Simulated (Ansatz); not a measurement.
# W: the cost of one run

Program: Ansatz 0.2.0. Level of theory: DFT PBE, scalar-relativistic, plane waves, PAW. These are calculated values, not measurements.

3 further runs of the same task are left out: 1 that didn't finish, 2 set aside as unsound or not needed.

### Step 1. The structure to begin with

Symmetry: Im-3m, No. 229, cubic system. The conventional cell has a = 3.184 Å, b = 3.184 Å, c = 3.184 Å, α = 90.00°, β = 90.00°, γ = 90.00°. W (site symmetry m-3m) has 8 W at 2.76 Å as nearest neighbours.

As a file:

```
W
1.0
    -1.59177    1.59177    1.59177
     1.59177   -1.59177    1.59177
     1.59177    1.59177   -1.59177
W
1
Direct
  0.00000 0.00000 0.00000
```

It is the result of an earlier relaxation at this level (volume 16.13 Å³/atom; gap on the mesh: none (metal)).

### Step 2. Bulk reference on the slab's mesh

The input, input.yaml:

```yaml
crystal:
  lattice:
    - [3.1835485389, 0.0, 0.0]
    - [0.0, 3.1835485389, 0.0]
    - [1.5917742695, -1.5917742695, 1.5917742695]
  atoms:
    - { symbol: W, position: [0.0, 0.0, 0.0] }
basis:
  ecutwfc: 420
kpoints:
  mp_grid: { grid: [11, 11, 21] }
hamiltonian:
  xc: pbe
scf:
  occupations: { method: gaussian, width: 0.1 }
output:
  forces: true
  stress: true
  eigenvalues: true
```

Command:

```bash
$ ansatz run input.yaml --threads 2 --pin off --max-ram 5632MiB --backend cpu --events-out ev --progress --plain --runs-dir out
```

What time and memory should one allow on 2 threads of Arm Neoverse V1, shared host?

About 3.7 s, with a peak of 0.4 GiB.
